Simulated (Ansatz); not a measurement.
Run this with the Python package of Ansatz (0.2.0) and show what comes out.

`snpbse2.py`:
```python
'''k-point test for SnPbSe2.'''

import csv

import ansatz as az
from pymatgen.core import Lattice, Structure
from pymatgen.io.ase import AseAtomsAdaptor


def main() -> None:
    pmg_structure = Structure(
        Lattice([[2.15731, 1.24552, 7.04472], [-2.15731, 1.24552, 7.04472], [0.0, -2.49105, 7.04472]]),
        ['Sn', 'Pb', 'Se', 'Se'],
        [
            [0.5, 0.5, 0.5],
            [0.0, 0.0, 0.0],
            [0.75256, 0.75256, 0.75256],
            [0.24744, 0.24744, 0.24744],
        ],
    )
    crystal = az.Crystal.from_ase(AseAtomsAdaptor.get_atoms(pmg_structure))

    calc = crystal.calculation()
    calc = calc.occupations('Fixed')
    calc = calc.basis(20 * az.Ha)
    calc = calc.pseudopotentials('paw')
    calc = calc.functional('r2scan')
    calc = calc.forces()
    calc = calc.stress()

    rows = []
    for value in [(2, 2, 2), (4, 4, 4), (6, 6, 6), (8, 8, 8)]:
        rep = calc.kpoints(*value).run(threads=1, pin='off').report
        rows.append((value, rep['free_energy_ev'] / len(rep['lattice']['sites']), rep['n_iterations'], sum(rep['stress_gpa'][i][i] for i in range(3)) / 3, max(abs(f) for row in rep['forces_ev_ang'] for f in row), rep['n_kpoints']))

    with open('kconv.csv', 'w', newline='') as handle:
        writer = csv.writer(handle)
        writer.writerow(['mesh', 'F/atom (eV)', 'iterations', 'P (GPa)', 'max component (eV/A)', 'k-points'])
        writer.writerows([round(v, 5) if isinstance(v, float) else v for v in row] for row in rows)

    # differences from the last row
    for row in rows[:-1]:
        shift = 1000 * (row[1] - rows[-1][1])
        print(f'{row[0]}: {shift:+.2f} meV/atom' + ('  (within 2 meV)' if abs(shift) < 2 else ''))


if __name__ == '__main__':
    main()
```

```console
$ python snpbse2.py
(2, 2, 2): +222.44 meV/atom
(4, 4, 4): -1.60 meV/atom  (within 2 meV)
(6, 6, 6): -0.57 meV/atom  (within 2 meV)
```

It writes `kconv.csv`:
```csv
mesh,F/atom (eV),iterations,P (GPa),max component (eV/A),k-points
"(2, 2, 2)",-7229.25189,7,3.05977,0.20867,4
"(4, 4, 4)",-7229.47593,7,-0.01159,0.00998,13
"(6, 6, 6)",-7229.4749,7,-0.00661,0.00961,32
"(8, 8, 8)",-7229.47433,7,0.0016,0.01249,65
```

From 4×4×4 on it stays within 2 meV an atom of the value at 8×8×8; the first row (2×2×2) is off by 222.4 meV and the last but one by 0.57 meV. It goes up and down, since the sum over k-points isn't variational. The pressure moves from 3.06 to 0.00 GPa. The last run costs about 5.2 times the first.

Reading the output:
- Pressure is positive in compression.
- Spin-orbit coupling, which matters for elements this heavy, is left out.
- The structure comes from a database of computed cells and needn't be a stable or known phase.
- Shifts are counted from the finest mesh, which is itself no proven limit.
- Wall time of the script: 70 s on 1 thread of Arm Neoverse V1, with other jobs on the host, peak memory 1 GiB.
